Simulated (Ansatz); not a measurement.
# H6O3Pt (Pt(H2O)3): the cost of one run

Program: Ansatz 0.2.0. Level of theory: DFT PBE, plane waves, PAW, molecule in a box with 9 Å of vacuum. These are calculated values, not measurements.

3 further runs of the same task are left out: 2 for a known fault of the program, 1 that didn't finish. Runs told in other sessions of the task aren't counted.

**1. Where the work starts**

10 atoms, charge 0, spin multiplicity 1.

Bond lengths: Pt1–O2 2.403 Å, Pt1–O5 2.403 Å, Pt1–O8 2.403 Å, O2–H3 0.969 Å, O2–H4 0.969 Å, O5–H6 0.969 Å, O5–H7 0.969 Å, O8–H9 0.969 Å, O8–H10 0.969 Å. Angles: O2–Pt1–O5 120.0°, O2–Pt1–O8 120.0°, O5–Pt1–O8 120.0°, Pt1–O2–H3 90.0°, Pt1–O2–H4 90.0°, H3–O2–H4 104.1°, Pt1–O5–H6 90.0°, Pt1–O5–H7 90.0°, H6–O5–H7 104.1°, Pt1–O8–H9 90.0°, Pt1–O8–H10 90.0°, H9–O8–H10 104.1°.

Coordinates:

```mol
H6O3Pt
  3D, bonds by distance, orders not assigned

 10  9  0  0  0  0  0  0  0  0999 V2000
   -0.0000   -0.0000   -0.0000 Pt  0  0
    2.3862    0.2869   -0.0000 O   0  0
    2.4573   -0.3052    0.7642 H   0  0
    2.4573   -0.3052   -0.7642 H   0  0
   -1.4416    1.9231    0.0000 O   0  0
   -0.9643    2.2807    0.7642 H   0  0
   -0.9643    2.2807   -0.7642 H   0  0
   -0.9446   -2.2100    0.0000 O   0  0
   -1.4930   -1.9754    0.7642 H   0  0
   -1.4930   -1.9754   -0.7642 H   0  0
  1  2  8  0
  1  5  8  0
  1  8  8  0
  2  3  8  0
  2  4  8  0
  5  6  8  0
  5  7  8  0
  8  9  8  0
  8 10  8  0
M  END
```

Formal oxidation states: Pt +0. An earlier session relaxed this geometry at r2SCAN, Pt def2-SVP with ECP60, O def2-SVP, H def2-SVP (singlet, point group C3h).

**2. Scalar-relativistic**

input.yaml

```yaml
crystal:
  lattice:
    - [12.95, 0.0, 0.0]
    - [0.0, 13.49, 0.0]
    - [0.0, 0.0, 10.53]
  atoms:
    - { symbol: Pt, position: [0.46277683, 0.49740697, 0.49992118] }
    - { symbol: O, position: [0.64704324, 0.51867828, 0.49992118] }
    - { symbol: H, position: [0.65252741, 0.47478132, 0.57249288] }
    - { symbol: H, position: [0.65252741, 0.47478132, 0.42735043] }
    - { symbol: O, position: [0.35145483, 0.63996219, 0.49992118] }
    - { symbol: H, position: [0.38831351, 0.66647072, 0.57249288] }
    - { symbol: H, position: [0.38831351, 0.66647072, 0.42735043] }
    - { symbol: O, position: [0.38983398, 0.33358043, 0.49992118] }
    - { symbol: H, position: [0.34749035, 0.35096961, 0.57249288] }
    - { symbol: H, position: [0.34749035, 0.35096961, 0.42735043] }
basis:
  ecutwfc: 420
  ecutrho_ratio: 4
kpoints:
  mp_grid: { grid: [1, 1, 1] }
hamiltonian:
  xc: pbe
scf:
  occupations: { method: gaussian, width: 0.01 }
output:
  forces: true
  eigenvalues: true
  populations: true
```

Started as:

```bash
$ ansatz run input.yaml --threads 2 --pin off --max-ram 5120MiB --backend cpu --events-out ev --progress --plain --runs-dir out
```

**Question.** How long does this run take on 2 threads of Arm Neoverse V2, shared host, and how much memory does it need?

About 4 s, with a peak of 0.97 GiB.
